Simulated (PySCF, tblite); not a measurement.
**C₆H₁₁P: geometry, infrared bands and NMR shifts**

Aim: predict the infrared bands and NMR shifts of C₆H₁₁P (`C=CP(C)C1CC1`).

The runs use tblite 0.8.0 and PySCF 2.14.0, with density-fitted response routines of our own; the level of theory stands in each step. All values are computed, except where a source is named. Atoms are numbered from 0 throughout.

## (1) Starting geometry

18 atoms, charge 0, multiplicity 1; geometry from: force field or distance geometry start.

Bonds of the start (Å): C0–C1 1.35, C1–P2 1.86, P2–C3 1.85, P2–C4 1.83, C4–C5 1.50, C5–C6 1.50, C6–C4 1.50, C0–H7 1.08, C0–H8 1.09, C1–H9 1.08, C3–H10 1.10, C3–H11 1.08, C3–H12 1.09, C4–H13 1.09, C5–H14 1.09, C5–H15 1.08, C6–H16 1.09, C6–H17 1.09.

## (2) Optimising the geometry with GFN2-xTB

The job: settings as JSON, then the geometry in Å.

```
{"job": {"kind": "relax", "xc": "GFN2-xTB", "basis": "xTB"}, "charge": 0, "multiplicity": 1}
C     -1.753300    -2.005800     0.076300
C     -1.857700    -0.672000    -0.079300
P     -0.590200     0.422400     0.728000
C     -1.068900     2.043800    -0.031000
C      0.869900     0.023900    -0.292700
C      2.203500     0.507900     0.185500
C      1.865900    -0.949800     0.256400
H     -0.959100    -2.466700     0.651300
H     -2.493600    -2.662000    -0.374300
H     -2.684400    -0.264400    -0.635900
H     -2.038700     2.368200     0.362500
H     -1.142000     1.971900    -1.111100
H     -0.330400     2.801200     0.237300
H      0.714000     0.012500    -1.375800
H      2.271700     1.064900     1.123600
H      2.931600     0.823000    -0.541700
H      1.698600    -1.381500     1.243700
H      2.354400    -1.631000    -0.434500
```

Run with:

```bash
OMP_NUM_THREADS=1 python probes_run.py task.json out
```

This one command runs all jobs of the session in turn.

**Question.** This job is followed by: GFN2-xTB harmonic vibrations, gas phase; GIAO PBE0/pcSseg-1 NMR shielding, non-relativistic, gas phase. What will the session give for the following? strongest single infrared mode (GFN2-xTB); zero-point energy (GFN2-xTB); ¹³C shifts against TMS (PBE0/pcSseg-1, means over atoms taken as alike); ¹H shifts against TMS (PBE0/pcSseg-1, means over atoms taken as alike); ³¹P shifts against H3PO4 (PBE0/pcSseg-1); surface potential, 1st and 99th percentile.

As calculated:

| quantity | value |
| --- | --- |
| strongest single infrared mode (GFN2-xTB) | 3095 cm⁻¹, 60 km/mol |
| zero-point energy (GFN2-xTB) | 93.9 kcal/mol |
| ¹³C shifts against TMS (PBE0/pcSseg-1, means over atoms taken as alike) | 153.2, 127.2, 16.3, 15.4, 4.5 ppm |
| ¹H shifts against TMS (PBE0/pcSseg-1, means over atoms taken as alike) | 6.57, 6.02, 5.99, 1.23, 0.75, 0.50, 0.40 ppm |
| ³¹P shifts against H3PO4 (PBE0/pcSseg-1) | -31.9 ppm |
| surface potential, 1st and 99th percentile | -1.12 V and 0.74 V |

The optimisation took 95 steps and gained 0.111 eV; among the close pairs (by a distance rule), C1–P2 changed most, from 1.859 to 1.820 Å. No mode is imaginary among the 48: a minimum at this level. The strongest single mode, at 3095 cm⁻¹, is spread over several atoms, H15, H14, H16, H17 among them. Unscaled tight-binding wavenumbers are off by several per cent, some by more. Its intensities can rank the bands wrongly. The most deshielded carbon is C1 (alkene CH), at 153.2 ppm: as expected for a trigonal carbon in a double bond. H9 (hydrogen on an alkene CH) lies farthest downfield among hydrogen, at 6.57 ppm; a vinylic proton, deshielded by the sp2 carbon and the C=C anisotropy. At PBE0/pcSseg-1: The largest span, 239 ppm, is at C1, where the paramagnetic term is -230 ppm.
